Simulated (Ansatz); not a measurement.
This was printed by a script on the Python package of Ansatz (0.2.0), for a band structure of NiH3, space group P6_3/mmc. What did the script look like? Level of theory: PBE, PAW, cutoff 517 eV, 6×6×11 k-points, Fermi-Dirac smearing of 0.1 eV, collinear spin.

```
CELL_PARAMETERS angstrom
5.10811 0.00000 0.00000
-2.55405 4.42375 0.00000
0.00000 0.00000 2.34043
ATOMIC_POSITIONS crystal
Ni 0.66667 0.33333 0.25000
Ni 0.33333 0.66667 0.75000
H 0.41910 0.20955 0.75000
H 0.79045 0.20955 0.75000
H 0.79045 0.58090 0.75000
H 0.58090 0.79045 0.25000
H 0.20955 0.79045 0.25000
H 0.20955 0.41910 0.25000
```

```console
$ python bands.py
RunWarning: the starting moments were not kept: the SCF closed with an absolute magnetisation of 4.0e-7 μB, where they sum to 3 μB in size (2 sites). That is at most 0.1 of that sum. Measured as dr2_m measures the in/out step, that magnetisation stands 9.9e-14 eV from none, at or under the dr2_threshold of 1.0e-7 eV: [...]
converged          True
n_iterations       15
n_electrons        42.0
n_kpoints          42
n_pw               1437
n_symmetry_ops     12
free_energy_ev     -11772.444338317528
fermi_energy_ev    7.587474669725275
site moments (muB): [-0.0, 0.0, 0.0, 0.0, 0.0, -0.0, -0.0, -0.0]
electrons up, down: [21.0, 21.0]
channel 0 - levels within 4 eV of the Fermi level
  G    -3.973  -3.973  -2.863  -2.863  -1.937  -1.937  -1.817  -1.817  -1.700  -0.270  -0.270
  M    -3.683  -3.545  -3.045  -2.924  -1.952  -1.914  -1.844  -1.803  -0.960   0.605   0.759
  K    -3.524  -3.524  -3.072  -2.921  -1.960  -1.879  -1.879  -1.796  -0.337  -0.337   1.442
  G    -3.973  -3.973  -2.863  -2.863  -1.937  -1.937  -1.817  -1.817  -1.700  -0.270  -0.270
  A    -2.133  -2.133  -2.133  -2.133  -1.361  -1.361   3.775   3.775   3.775   3.775
  L    -2.184  -2.184  -2.169  -2.169  -1.655  -1.655   2.515   2.515   3.428   3.428
channel 1 - levels within 4 eV of the Fermi level
  G    -3.973  -3.973  -2.863  -2.863  -1.937  -1.937  -1.817  -1.817  -1.700  -0.270  -0.270
  M    -3.683  -3.545  -3.045  -2.924  -1.952  -1.914  -1.844  -1.803  -0.960   0.605   0.759
  K    -3.524  -3.524  -3.072  -2.921  -1.960  -1.879  -1.879  -1.796  -0.337  -0.337   1.442
  G    -3.973  -3.973  -2.863  -2.863  -1.937  -1.937  -1.817  -1.817  -1.700  -0.270  -0.270
  A    -2.133  -2.133  -2.133  -2.133  -1.361  -1.361   3.775   3.775   3.775   3.775
  L    -2.184  -2.184  -2.169  -2.169  -1.655  -1.655   2.515   2.515   3.428   3.428
```
(Warnings from the package without file and line, shortened.)

One script that gives this output:

The script, `bands.py`:
```python
"""Band structure of NiH3."""

import warnings

import ansatz as az
import numpy as np

warnings.simplefilter("ignore", az.DeckWarning)

nih3 = (
    az.Lattice.of((5.108108, 0.0, 0.0), (-2.554054, 4.423751, 0.0), (0.0, 0.0, 2.340432))
    .atom("Ni", (2 / 3, 1 / 3, 0.25), moment=1.5)
    .atom("Ni", (1 / 3, 2 / 3, 0.75), moment=-1.5)
    .atom("H", (0.419099, 0.209549, 0.75))
    .atom("H", (0.79045, 0.209549, 0.75))
    .atom("H", (0.79045, 0.580901, 0.75))
    .atom("H", (0.580901, 0.79045, 0.25))
    .atom("H", (0.209549, 0.79045, 0.25))
    .atom("H", (0.209549, 0.419099, 0.25))
)

# the path, as fractions of this cell reciprocal vectors
path = [
    ("G", (0.0, 0.0, 0.0)),
    ("M", (0.5, 0.0, 0.0)),
    ("K", (0.33333, 0.33333, 0.0)),
    ("G", (0.0, 0.0, 0.0)),
    ("A", (0.0, 0.0, 0.5)),
    ("L", (0.5, 0.0, 0.5)),
]
model = (
    nih3.calculation()
    .functional("PBE")
    .basis(38 * az.Ry)
    .kpoints(6, 6, 11)
    .occupations("fermi_dirac", width=0.1)
    .spin(az.SpinTreatment.COLLINEAR)
    .band_structure([point for _, point in path], intervals=10)
)
done = model.run(threads=1)
data = done.report

for key in ("converged", "n_iterations", "n_electrons", "n_kpoints", "n_pw", "n_symmetry_ops", "free_energy_ev", "fermi_energy_ev"):
    print(f"{key:18s} {data[key]}")

print("site moments (muB):", [round(m, 2) for m in data["site_moments_mub"]])
print("electrons up, down:", [round(n, 3) for n in data["spin_occupation_sums"]])

bands = done.band_structure()
fermi = bands.fermi_energy_ev
for spin, channel in enumerate(bands.channels):
    print("channel", spin, "- levels within 4 eV of the Fermi level")
    for i, (label, _) in enumerate(path):
        levels = channel.eigenvalues_ev[i * 10] - fermi
        print(f"  {label:3s}", " ".join(f"{e:7.3f}" for e in levels if abs(e) < 4))
```

Total energies depend on the potentials; only differences at equal settings carry meaning. A total without «per atom» is that of the cell as typed. The SCF didn't keep the moments it started from (some shrank, vanished or turned); what is printed is the state reached. For a metal this k-point mesh is coarse: on a finer one energies can move by several to tens of meV an atom and pressures by half a GPa or more, differences at one mesh by less. An absolute Fermi energy rests on an arbitrary zero of the periodic potential and has no direct meaning. This cell is a computed structure, which may not be the phase found in nature. Levels are Kohn-Sham eigenvalues on this mesh. The script silences the warnings on its input, which a real study should read. Cost: about 90 core-seconds.

(Lines on the test bed's own set-up are left out of the output.)
